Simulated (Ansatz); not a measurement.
# C₂F₈Sn: a ladder of functionals and wavefunction methods

The task here is to estimate one member of a computed series from the others.

The runs use Ansatz 0.2.0, Gaussian basis; functionals in def2-TZVPP, the program's frozen cores in correlated methods.

The runs, in order: LDA (SPW92), PBE-D4, revPBE-D4, BLYP-D4, r2SCAN-D4, B97M-V, PBE0-D4, B3LYP-D4, r2SCANh-D4, r2SCAN0-D4, HSE06-D4, BHLYP-D4, CAM-B3LYP-D4, LC-ωPBE, ωB97X-V, ωB97M-V, B2PLYP, PBE-QIDH; CCSD(T)/def2-SVP; CCSD(T)/def2-TZVPP; MP2/def2-QZVPP; extrapolation to the limit; RPA on PBE.

1 further run of the same task is left out (for a known fault of the program). Runs told in other sessions of the task aren't counted.

## Structure used throughout

All runs share one geometry, relaxed beforehand with PBE0-D4 in a triple-zeta def2 set. Sn takes the def2 core potential; no spin-orbit term is included.

SMILES `F[C](F)(F)[Sn]([F])([F])[C](F)(F)F`, 11 atoms, charge 0, spin multiplicity 1.

Atoms are counted from 1 here; the program's logs count them from 0.

Bond lengths: F1–C2 1.335 Å, C2–F3 1.329 Å, C2–F4 1.335 Å, C2–Sn5 2.208 Å, Sn5–F6 1.899 Å, Sn5–F7 1.899 Å, Sn5–C8 2.208 Å, C8–F9 1.335 Å, C8–F10 1.335 Å, C8–F11 1.329 Å. Angles: F1–C2–F3 108.2°, F1–C2–F4 108.0°, F1–C2–Sn5 110.5°, F3–C2–F4 108.3°, F3–C2–Sn5 111.2°, F4–C2–Sn5 110.5°, C2–Sn5–F6 107.5°, C2–Sn5–F7 107.5°, C2–Sn5–C8 120.8°, F6–Sn5–F7 105.1°, F6–Sn5–C8 107.5°, F7–Sn5–C8 107.5°, Sn5–C8–F9 110.5°, Sn5–C8–F10 110.5°, Sn5–C8–F11 111.2°, F9–C8–F10 108.0°, F9–C8–F11 108.3°, F10–C8–F11 108.3°.

The first run:

Input file in.yaml:

```yaml
crystal:
  periodic: [false, false, false]
  atoms:
    - {symbol: F, position_ang: [-2.206261, 0.121260, 1.278511]}
    - {symbol: C, position_ang: [-1.147062, 0.933676, 1.272805]}
    - {symbol: F, position_ang: [-1.585014, 2.188302, 1.255045]}
    - {symbol: F, position_ang: [-0.474696, 0.741581, 2.409670]}
    - {symbol: Sn, position_ang: [0.141521, 0.513428, -0.470088]}
    - {symbol: F, position_ang: [-0.851958, 0.942734, -2.030972]}
    - {symbol: F, position_ang: [1.573143, 1.761225, -0.435943]}
    - {symbol: C, position_ang: [1.015874, -1.491531, -0.770701]}
    - {symbol: F, position_ang: [0.054080, -2.411457, -0.872457]}
    - {symbol: F, position_ang: [1.794553, -1.822361, 0.261716]}
    - {symbol: F, position_ang: [1.751120, -1.533957, -1.876985]}
basis:
  gaussian: {orbitals: def2-TZVPP}
hamiltonian: {xc: lda}
output: {orbitals: {seedname: orbitals}}
```

On the command line:

```bash
$ ansatz run in.yaml --threads 4 --pin off --events-out ev --progress --plain --max-ram 66560MiB --backend cuda --devices 0, --max-vram 37GiB
```

Steps of the session up to this table: LDA; PBE-D4 (GGA); revPBE-D4 (GGA); BLYP-D4 (GGA); r2SCAN-D4 (meta-GGA); B97M-V (meta-GGA); PBE0-D4 (hybrid); B3LYP-D4 (hybrid); r2SCANh-D4 (hybrid); r2SCAN0-D4 (hybrid); HSE06-D4 (hybrid); BHLYP-D4 (hybrid); CAM-B3LYP-D4 (range-separated); LC-ωPBE (range-separated); ωB97X-V (range-separated); ωB97M-V (range-separated); B2PLYP (double hybrid); PBE-QIDH (double hybrid).

One table of the session follows, with a row left open; its other results are not shown here.

It belongs to the step «Frontier levels by functional». 

```
  functional  HOMO (eV)  LUMO (eV)  gap (eV)
 LDA (SPW92)      -8.33      -3.59      4.75
      PBE-D4      -8.06      -3.21      4.85
   revPBE-D4      -7.95      -3.05      4.90
     BLYP-D4          ?          ?         ?
   r2SCAN-D4      -8.43      -3.07      5.36
      B97M-V      -8.50      -3.06      5.45
     PBE0-D4      -9.62      -2.34      7.28
    B3LYP-D4      -9.44      -2.74      6.69
  r2SCANh-D4      -9.01      -2.76      6.25
  r2SCAN0-D4      -9.88      -2.27      7.61
    HSE06-D4      -9.22      -2.71      6.51
    BHLYP-D4     -11.17      -1.49      9.68
CAM-B3LYP-D4     -11.07      -1.42      9.65
     LC-ωPBE     -12.24      -0.01     12.23
     ωB97X-V     -11.92      -0.13     11.79
     ωB97M-V     -11.81      -0.27     11.54
```

**Question.** Estimate the row for BLYP-D4.

Worked estimate for «HOMO (eV)». Against the share of exact exchange, B3LYP-D4 (0.2, -9.44), BHLYP-D4 (0.5, -11.17) give a slope of -5.77 per unit share; at 0 the line stands at -8.29.

**Answer.** HOMO (eV): -8.01; LUMO (eV): -3.25; gap (eV): 4.76. In «HOMO (eV)» the line misses by -0.28.
